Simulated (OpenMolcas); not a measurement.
# Se³⁺: CASSCF and CASPT2 terms and fine-structure levels, part 3 of 3

Which level of Se³⁺ lies lowest, and where do the others fall? The reference wave functions come first, then spin-orbit coupling, then second-order correlation under several settings.

OpenMolcas 26.06; ANO-R3, X2C, active space 3 electrons in 4 orbitals (4s 4p), orbitals: per spin and parity.

## (9) CASPT2: IPEA 0, imaginary shift 0.1 (closed shells correlated: 3d)

a.inp reads:

```
>>> COPY JOB001 $Project.JobIph
&CASPT2
Multistate=1 1
Frozen=3 6
IPEA=0.0
Imaginary=0.1
MaxIter=60
WThr=0.0 0.3 0.05
PrWF=0.5
NoMix
>>> COPY JOB002 $Project.JobIph
&CASPT2
Multistate=11 1 2 3 4 5 6 7 8 9 10 11
Frozen=3 6
IPEA=0.0
Imaginary=0.1
MaxIter=60
WThr=0.0 0.3 0.05
PrWF=0.5
NoMix
>>> COPY JOB003 $Project.JobIph
&CASPT2
Multistate=3 1 2 3
Frozen=3 6
IPEA=0.0
Imaginary=0.1
MaxIter=60
WThr=0.0 0.3 0.05
PrWF=0.5
NoMix
>>> COPY JOB004 $Project.JobIph
&CASPT2
Multistate=9 1 2 3 4 5 6 7 8 9
Frozen=3 6
IPEA=0.0
Imaginary=0.1
MaxIter=60
WThr=0.0 0.3 0.05
PrWF=0.5
NoMix
```

Output:

```text
Orbital specifications:
      -----------------------

      Symmetry species                           1   2
                                                ag  au
      Frozen orbitals                            3   6
      Inactive orbitals                          5   0
      Active orbitals                            1   3
      Secondary orbitals                        41  37
      Deleted orbitals                           0   0
      Number of basis functions                 50  46
Type of calculation                        SS-CASPT2
      Fock operator                              state-specific
      IPEA shift                                 0.00
      Real shift                                 0.00
      Imaginary shift                            0.10
      The input orbitals will be transformed to quasi-canonical
Reference energy:       -2425.0229135211
      E2 (Non-variational):      -0.5055237399
      Shift correction:          -0.0000879651
      E2 (Variational):          -0.5056117051
      Total energy:           -2425.5285252261
      Residual norm:              0.0000003781
      Reference weight:           0.96099
      Contributions to the CASPT2 correlation energy
      Active & Virtual Only:         -0.0222279815
      One Inactive Excited:          -0.0792215549
      Two Inactive Excited:          -0.4040742035
::    CASPT2 Root  1     Total energy:  -2425.52852523
Orbital specifications:
      -----------------------

      Symmetry species                           1   2
                                                ag  au
      Frozen orbitals                            3   6
      Inactive orbitals                          5   0
      Active orbitals                            1   3
      Secondary orbitals                        41  37
      Deleted orbitals                           0   0
      Number of basis functions                 50  46
Type of calculation                        MS-CASPT2
      Fock operator                              state-specific
      IPEA shift                                 0.00
      Real shift                                 0.00
      Imaginary shift                            0.10
      The input orbitals will be transformed to quasi-canonical
Reference energy:       -2425.9447700116
      E2 (Non-variational):      -0.5181497587
      Shift correction:          -0.0001038922
      E2 (Variational):          -0.5182536509
      Total energy:           -2426.4630236625
      Residual norm:              0.0000001990
      Reference weight:           0.95815
      Contributions to the CASPT2 correlation energy
      Active & Virtual Only:         -0.0351713279
      One Inactive Excited:          -0.0777062471
      Two Inactive Excited:          -0.4052721837
Reference energy:       -2425.9447700116
      E2 (Non-variational):      -0.5181497587
      Shift correction:          -0.0001038922
      E2 (Variational):          -0.5182536509
      Total energy:           -2426.4630236625
      Residual norm:              0.0000001990
      Reference weight:           0.95815
      Contributions to the CASPT2 correlation energy
      Active & Virtual Only:         -0.0351713279
      One Inactive Excited:          -0.0777062471
      Two Inactive Excited:          -0.4052721837
::    CASPT2 Root  1     Total energy:  -2426.46302366
::    CASPT2 Root  2     Total energy:  -2426.46302366
::    CASPT2 Root  3     Total energy:  -2426.46302366
::    CASPT2 Root  4     Total energy:  -2425.52594272
::    CASPT2 Root  5     Total energy:  -2425.52594272
::    CASPT2 Root  6     Total energy:  -2425.52594272
::    CASPT2 Root  7     Total energy:  -2425.52594208
::    CASPT2 Root  8     Total energy:  -2425.52594272
::    CASPT2 Root  9     Total energy:  -2425.43410411
::    CASPT2 Root 10     Total energy:  -2425.43410411
::    CASPT2 Root 11     Total energy:  -2425.43410411
::    MS-CASPT2 Root  1     Total energy:  -2426.46399970
::    MS-CASPT2 Root  2     Total energy:  -2426.46399970
::    MS-CASPT2 Root  3     Total energy:  -2426.46399970
::    MS-CASPT2 Root  4     Total energy:  -2425.52594272
::    MS-CASPT2 Root  5     Total energy:  -2425.52594272
::    MS-CASPT2 Root  6     Total energy:  -2425.52594272
::    MS-CASPT2 Root  7     Total energy:  -2425.52594272
::    MS-CASPT2 Root  8     Total energy:  -2425.52594208
::    MS-CASPT2 Root  9     Total energy:  -2425.43312807
::    MS-CASPT2 Root 10     Total energy:  -2425.43312807
::    MS-CASPT2 Root 11     Total energy:  -2425.43312807
Orbital specifications:
      -----------------------

      Symmetry species                           1   2
                                                ag  au
      Frozen orbitals                            3   6
      Inactive orbitals                          5   0
      Active orbitals                            1   3
      Secondary orbitals                        41  37
      Deleted orbitals                           0   0
      Number of basis functions                 50  46
Type of calculation                        MS-CASPT2
      Fock operator                              state-specific
      IPEA shift                                 0.00
      Real shift                                 0.00
      Imaginary shift                            0.10
      The input orbitals will be transformed to quasi-canonical
Reference energy:       -2425.6218309646
      E2 (Non-variational):      -0.4849973659
      Shift correction:          -0.0000640692
      E2 (Variational):          -0.4850614350
      Total energy:           -2426.1068923996
      Residual norm:              0.0000006396
      Reference weight:           0.96670
      Contributions to the CASPT2 correlation energy
      Active & Virtual Only:         -0.0143037973
      One Inactive Excited:          -0.0657005342
      Two Inactive Excited:          -0.4049930344
Reference energy:       -2425.6218309646
      E2 (Non-variational):      -0.4849973659
      Shift correction:          -0.0000640692
      E2 (Variational):          -0.4850614350
      Total energy:           -2426.1068923996
      Residual norm:              0.0000006396
      Reference weight:           0.96670
      Contributions to the CASPT2 correlation energy
      Active & Virtual Only:         -0.0143037973
      One Inactive Excited:          -0.0657005342
      Two Inactive Excited:          -0.4049930344
::    CASPT2 Root  1     Total energy:  -2426.10689240
::    CASPT2 Root  2     Total energy:  -2426.10689240
::    CASPT2 Root  3     Total energy:  -2426.10689240
::    MS-CASPT2 Root  1     Total energy:  -2426.10689240
::    MS-CASPT2 Root  2     Total energy:  -2426.10689240
::    MS-CASPT2 Root  3     Total energy:  -2426.10689240
Orbital specifications:
      -----------------------

      Symmetry species                           1   2
                                                ag  au
      Frozen orbitals                            3   6
      Inactive orbitals                          5   0
      Active orbitals                            1   3
      Secondary orbitals                        41  37
      Deleted orbitals                           0   0
      Number of basis functions                 50  46
Type of calculation                        MS-CASPT2
      Fock operator                              state-specific
      IPEA shift                                 0.00
      Real shift                                 0.00
      Imaginary shift                            0.10
      The input orbitals will be transformed to quasi-canonical
Reference energy:       -2425.4462950462
      E2 (Non-variational):      -0.5621778880
      Shift correction:          -0.0034582616
      E2 (Variational):          -0.5656361496
      Total energy:           -2426.0119311958
      Residual norm:              0.0000001750
      Reference weight:           0.86865
      Contributions to the CASPT2 correlation energy
      Active & Virtual Only:         -0.0816890343
      One Inactive Excited:          -0.0755447626
      Two Inactive Excited:          -0.4049440911
Reference energy:       -2425.4462950462
      E2 (Non-variational):      -0.5621778883
      Shift correction:          -0.0034582615
      E2 (Variational):          -0.5656361497
      Total energy:           -2426.0119311960
      Residual norm:              0.0000001750
      Reference weight:           0.86865
      Contributions to the CASPT2 correlation energy
      Active & Virtual Only:         -0.0816890346
      One Inactive Excited:          -0.0755447626
      Two Inactive Excited:          -0.4049440911
::    CASPT2 Root  1     Total energy:  -2426.01193120
::    CASPT2 Root  2     Total energy:  -2426.01193120
::    CASPT2 Root  3     Total energy:  -2426.01193117
::    CASPT2 Root  4     Total energy:  -2426.01191815
::    CASPT2 Root  5     Total energy:  -2426.01193112
::    CASPT2 Root  6     Total energy:  -2425.89181150
::    CASPT2 Root  7     Total energy:  -2425.86063233
::    CASPT2 Root  8     Total energy:  -2425.86063233
::    CASPT2 Root  9     Total energy:  -2425.86063233
::    MS-CASPT2 Root  1     Total energy:  -2426.01193317
::    MS-CASPT2 Root  2     Total energy:  -2426.01193120
::    MS-CASPT2 Root  3     Total energy:  -2426.01193100
::    MS-CASPT2 Root  4     Total energy:  -2426.01192942
::    MS-CASPT2 Root  5     Total energy:  -2426.01191861
::    MS-CASPT2 Root  6     Total energy:  -2425.89181094
::    MS-CASPT2 Root  7     Total energy:  -2425.86063233
::    MS-CASPT2 Root  8     Total energy:  -2425.86063233
::    MS-CASPT2 Root  9     Total energy:  -2425.86063233
```

This run: 17 s of run time, 1 thread, shared host.

SS-CASPT2: lowest energy less the reference's lowest, -0.5183 hartree; reference weights 0.843 to 0.967, a spread that points to intruder states, a small active space or orbitals unfit for some roots. These are the single-state energies of the run (the lines without MS-).

The roots that group into whole terms:

```
configuration  term  E (cm-1)  spread (cm-1)
       4s2 4p   2P*       0.0              0
       4s 4p2    4P     78160              0
       4s 4p2    2D     99000              3
       4s 4p2    2S    125370              0
       4s 4p2    2P    132210              0
          4p3   4S*    205100              0
          4p3   2D*    205670              0
          4p3   2P*    225820              0
```

Levels with spin-orbit coupling, from the RASSI matrix with the averaged CASPT2 term energies on its diagonal:

```
Configuration  Term    J  E (cm-1)  Leading %  Second
       4s2 4p   2P*  1/2       0.0        100        
       4s2 4p   2P*  3/2      3860        100        
       4s 4p2    4P  1/2     78310        100        
       4s 4p2    4P  3/2     79800        100        
       4s 4p2    4P  5/2     81910         99        
       4s 4p2    2D  3/2    101520        100        
       4s 4p2    2D  5/2    101760         99        
       4s 4p2    2S  1/2    127390         88   12 2P
       4s 4p2    2P  1/2    133830         88   12 2S
       4s 4p2    2P  3/2    135740        100        
          4p3   4S*  3/2    207170         76  21 2D*
          4p3   2D*  3/2    208030         77  23 4S*
          4p3   2D*  5/2    208240        100        
          4p3   2P*  1/2    228340        100        
          4p3   2P*  3/2    229150         97
```

## (10) The methods side by side

A. CASSCF
B. SS-CASPT2, IPEA 0.25, imaginary shift 0.1 (closed shells correlated: 3d)
C. SS-CASPT2, IPEA 0, imaginary shift 0.1 (closed shells correlated: 3d)

Energies in cm-1 above each method's lowest level; measured values from Moore, Atomic Energy Levels, vol. II, NSRDS-NBS 35 (1971 reprint of NBS Circular 467, 1952).

```
         level       A       B       C  measured
4s2 4p 2P* 1/2     0.0     0.0     0.0       0.0
4s2 4p 2P* 3/2    3864    3860    3860      4376
 4s 4p2 4P 1/2   71062   77940   78310          
 4s 4p2 4P 3/2   72534   79430   79800          
 4s 4p2 4P 5/2   74703   81560   81910          
 4s 4p2 2D 3/2  111919  104610  101520    104211
 4s 4p2 2D 5/2  112072  104820  101760    104706
 4s 4p2 2S 1/2  131575  127860  127390    128787
 4s 4p2 2P 1/2  146600  135990  133830    136134
 4s 4p2 2P 3/2  148958  138090  135740    138354
   4p3 4S* 3/2  204727  207350  207170          
   4p3 2D* 3/2  224595  211330  208030          
   4p3 2D* 5/2  225032  211720  208240          
   4p3 2P* 1/2  243536  230930  228340          
   4p3 2P* 3/2  244234  231720  229150
```

Mean absolute deviation from the 6 measured excited levels that all methods hold: A 6600 cm⁻¹, B 390 cm⁻¹, C 2100 cm⁻¹.

## (11) Results

This closing draws on all 3 parts.

| quantity | value |
| --- | --- |
| method | SS-CASPT2, IPEA 0.25, imaginary shift 0.1 (closed shells correlated: 3d) |
| lowest level | 4s2 4p 2P* 1/2, 100 % of that term, g = 0.666 |
| ground level listed by NIST | 2P°1/2 |
| first excited level | 4s2 4p 2P* 3/2 at 3860 cm-1 |
| lowest level of another term | 4s 4p2 4P 1/2 at 77940 cm-1 |
| spin-orbit lowering of the lowest level | 2578 cm-1 |
| strongest of the lines computed, by gA, at CASSCF energies | 4s 4p2 2P 3/2 → 4s2 4p 2P* 3/2, 68.92 nm, A = 1.26e+10 s⁻¹ |

Cost and accuracy by method:

```
                                           method  time of its own steps  time with the reference  mean absolute difference from the measured levels (cm-1)
                                        A. CASSCF                   34 s                     34 s                                                      6600
B. SS-CASPT2, IPEA 0.25, imaginary shift 0.1, +3d                   14 s                     48 s                                                       390
   C. SS-CASPT2, IPEA 0, imaginary shift 0.1, +3d                   17 s                     51 s                                                      2100
```

Times are of one thread on a shared host.

What this shows: The multiplet 2P* is regular. Method B lies closest to the measured levels (390 cm⁻¹ on average) and A farthest (6600). Only the configurations of the active space and the roots asked for are present. CASPT2 does not keep the components of a term degenerate, and the means are used. Reference weights range from 0.88 to 0.97, which points to intruder states or a small active space for some roots. No d shell is active. Levels of other configurations are missing from the list.
